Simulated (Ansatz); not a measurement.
# CH8AlNOSi: the cost of one run

All numbers below are computed with Ansatz 0.2.0 (RKS r2SCAN/def2-SVP).

## (1) The structure to begin with

Bond lengths: C1–Si2 1.835 Å, Si2–O3 1.691 Å, Si2–N4 1.799 Å, N4–Al5 1.868 Å, C1–H6 1.132 Å, C1–H7 1.073 Å, C1–H8 1.165 Å, Si2–H9 1.446 Å, O3–H10 1.026 Å, N4–H11 1.043 Å, Al5–H12 1.566 Å, Al5–H13 1.562 Å. Angles (14 of 19 angles, heavy atoms first): C1–Si2–O3 108.5°, C1–Si2–N4 110.1°, O3–Si2–N4 108.4°, Si2–N4–Al5 110.3°, C1–Si2–H9 110.1°, O3–Si2–H9 108.0°, N4–Si2–H9 111.6°, Si2–C1–H6 109.8°, Si2–C1–H7 112.6°, Si2–C1–H8 107.0°, Si2–O3–H10 106.5°, Si2–N4–H11 106.5°, Al5–N4–H11 113.1°, N4–Al5–H12 119.6°.

Structure file:

```xyz
13

C    -1.6993    0.3888    1.1512
Si   -0.2760    0.4643   -0.0044
O     1.0345    1.1663    0.8014
N     0.1944   -1.1955   -0.5133
Al    1.5440   -1.1191   -1.8032
H    -2.6158    0.0068    0.6076
H    -1.4821   -0.1761    2.0372
H    -1.9561    1.4854    1.4475
H    -0.6011    1.2978   -1.1410
H     1.2455    0.5570    1.5996
H     0.4846   -1.7002    0.3519
H     1.2152   -0.5811   -3.2371
H     2.9326   -0.6291   -1.2827
```

## (2) Relaxing end A

input.yaml

```yaml
crystal:
  periodic: [false, false, false]
  atoms:
    - { symbol: C, position_ang: [-1.6993, 0.3888, 1.1512] }
    - { symbol: Si, position_ang: [-0.276, 0.4643, -0.0044] }
    - { symbol: O, position_ang: [1.0345, 1.1663, 0.8014] }
    - { symbol: "N", position_ang: [0.1944, -1.1955, -0.5133] }
    - { symbol: Al, position_ang: [1.544, -1.1191, -1.8032] }
    - { symbol: H, position_ang: [-2.6158, 0.0068, 0.6076] }
    - { symbol: H, position_ang: [-1.4821, -0.1761, 2.0372] }
    - { symbol: H, position_ang: [-1.9561, 1.4854, 1.4475] }
    - { symbol: H, position_ang: [-0.6011, 1.2978, -1.141] }
    - { symbol: H, position_ang: [1.2455, 0.557, 1.5996] }
    - { symbol: H, position_ang: [0.4846, -1.7002, 0.3519] }
    - { symbol: H, position_ang: [1.2152, -0.5811, -3.2371] }
    - { symbol: H, position_ang: [2.9326, -0.6291, -1.2827] }
basis:
  gaussian: { orbitals: def2-SVP }
hamiltonian:
  xc: r2scan
relax:
  f_tol: 0.015
  max_steps: 40
```

Launch:

```bash
$ ansatz run input.yaml --threads 2 --pin off --max-ram 3072MiB --backend cpu --events-out ev --progress --plain --runs-dir out
```

What time and memory should one allow on 2 threads of Arm Neoverse V2, shared host?

About 92 s, with a peak of 0.21 GiB.
